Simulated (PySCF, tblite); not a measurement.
# C5H8BrO radical: geometry, infrared bands and EPR parameters

What infrared bands and EPR parameters should C5H8BrO radical (`C[C@@H]1[C](O)C[C@H]1Br`) show?

Programs: tblite 0.8.0 and PySCF 2.14.0, with density-fitted response routines of our own. Each step states its level of theory. These are calculated values for one molecule in the gas phase, unless marked as measured. Atoms count from 0, in the outputs and in this text.

### 1 The starting structure

15 atoms, charge 0, multiplicity 2; geometry from: force field or distance geometry start.

Bonds of the start (Å): C0–C1 1.52, C1–C2 1.50, C2–O3 1.39, C2–C4 1.52, C4–C5 1.51, C5–Br6 1.94, C5–C1 1.50, C0–H7 1.10, C0–H8 1.11, C0–H9 1.11, C1–H10 1.11, O3–H11 0.99, C4–H12 1.12, C4–H13 1.10, C5–H14 1.10.

### 2 Optimising the geometry with GFN2-xTB

Job settings and geometry (Å):

```
{"job": {"kind": "relax", "xc": "GFN2-xTB", "basis": "xTB"}, "charge": 0, "multiplicity": 2}
C      1.571600    -0.780800     0.308700
C      0.329800    -0.002800     0.697800
C     -0.929400    -0.716200     0.287700
O     -0.725900    -1.626300    -0.743300
C     -1.449600     0.642500    -0.166500
C     -0.013300     1.113500    -0.235800
Br     0.293800     2.897900     0.459300
H      1.417100    -1.840200     0.563700
H      1.813100    -0.692500    -0.768100
H      2.399800    -0.422000     0.946500
H      0.342400     0.251600     1.776800
H     -1.521000    -1.626500    -1.338000
H     -1.926600     0.632000    -1.176600
H     -2.066700     1.140500     0.595800
H      0.460500     1.037200    -1.229800
```

Command:

```
> OMP_NUM_THREADS=1 python probes_run.py task.json out
```

The driver reads the jobs from task.json and runs them one after another.

**Question.** This job is followed by: GFN2-xTB harmonic vibrations, gas phase; UKS B3LYP, def2-TZVP-core on Br, pcH-1 on C H O, non-relativistic, mean-field spin-orbit, GIAO. Predict these results of the whole session: strongest single infrared mode (GFN2-xTB); zero-point energy (GFN2-xTB); g(iso) (B3LYP); ⟨S²⟩; largest a(iso) (averaged by class); surface potential, 1st and 99th percentile.

The runs gave:

```
                                 quantity                  value
strongest single infrared mode (GFN2-xTB)  1374 cm⁻¹, 179 km/mol
             zero-point energy (GFN2-xTB)          73.6 kcal/mol
                           g(iso) (B3LYP)                2.00629
                                     ⟨S²⟩     0.754 (exact 0.75)
       largest a(iso) (averaged by class)   13C on C2, 217.1 MHz
    surface potential, 1st and 99th percentile     -1.01 V and 2.67 V
```

In words: Over 65 steps the energy fell by 0.546 eV; of the close pairs, C1–C5 changed most, 1.495 to 1.538 Å. No mode is imaginary among the 39: a minimum at this level. The strongest single mode, at 1374 cm⁻¹, moves mainly C2. Unscaled tight-binding wavenumbers are off by several per cent, some by more. Its intensities can rank the bands wrongly. C2 carries the largest spin population, 0.80 e. The isotropic g lies 4.0 ppt above the free-electron value. The hyperfine terms hold no scalar relativity, which the heavier nuclei need.
